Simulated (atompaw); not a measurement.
# Cadmium: generating and testing a PAW (atompaw) potential

Do these settings give a usable potential? It is generated, then checked for scattering, ghosts and hardness.

Method: atompaw 4.2.0.5, PBE, scalar-relativistic.

**1. The design**

Typed settings, in words:

```
element                 : cadmium (Cd, Z = 48)
type                    : PAW
frozen core             : [Kr] 4d10
valence charge          : 2
reference configuration : 5s1.5 5p0.5
partial waves           : 5s (bound): rc 2.65 bohr; 5s channel at 0.65 Ry: rc 2.00 bohr; 5p (bound): rc 2.65 bohr; 5p channel at 2.35 Ry: rc 2.65 bohr
local potential         : troulliermartins scheme with l = 2 at -0.5 Ry, radius 1.85 bohr
core correction         : smooth core density matched at 2.05 bohr
augmentation charge     : besselshape compensation charge, radius 2.60 bohr; PAW radius 2.65 bohr; waves and projectors: custom polynom vanderbiltortho
```

The nodes and maxima of the atom's own shells, from an earlier all-electron run, set the scale for the radii.

All-electron outer shells of the reference configuration (PBE, scalar-relativistic, ld1.x):

```tsv
shell	level (eV)	outermost node (bohr)	outermost maximum (bohr)
4p	-68.02	0.43	0.84
4d	-12.76	0.42	0.98
5s	-6.34	1.06	2.32
5p	-1.67	1.19	3.25
```

**2. Generation**

Contents of Cd.input:

```
Cd 48
GGA-PBE scalarrelativistic loggrid 1500 logderivrange -2 5 176
5 5 4 0 0 0
5 0 1.5
5 1 0.5
0 0 0
c
c
c
c
v
c
c
c
v
c
c
1
2.65 2.60 1.85 2.05
y
0.65
n
y
2.35
n
custom polynom vanderbiltortho besselshape
2 -0.5 troulliermartins
2.65
2.00
2.65
2.65
PWSCFOUT
UPFDX 0.0125d0 UPFXMIN -7.d0 UPFZMESH 48.d0
END
```

Run with:

```sh
$ atompaw < Cd.input > Cd.log
```

Q: Predict the outcome of this session. Wanted: cutoffs for 10 and 1 mRy, occupied levels; bound ghosts; largest phase difference near zero energy, channels read; lowest eigenvalue of the overlap; share of valence orbitals outside the PAW sphere; UPF file.

**Answer**, as computed:

```
                                                quantity                                            value
               cutoffs for 10 and 1 mRy, occupied levels                    6 Ry or less and 6 Ry or less
                                            bound ghosts  p at -584.95 eV, s at -44.21 eV, d at -12.84 eV
largest phase difference near zero energy, channels read                                        0.001 rad
         lowest eigenvalue of the overlap (Bessel basis)                                        0.027 (s)
        share of valence orbitals outside the PAW sphere                                 5s 50 %, 5p 82 %
                                                UPF file                                          written
```

It has a bound ghost (p, s, d), a state that the atom doesn't have, and that rules the file out. Close by lie the frozen 3p level (-602.3 eV) and 4d level (-12.8 eV). By its cutoff, 6 Ry or less for the looser tolerance, it is soft on the atom at that tolerance. Near zero energy the phases of the channels with partial waves agree within 0.001 rad. These are tests on the free atom; a crystal test is still owed.
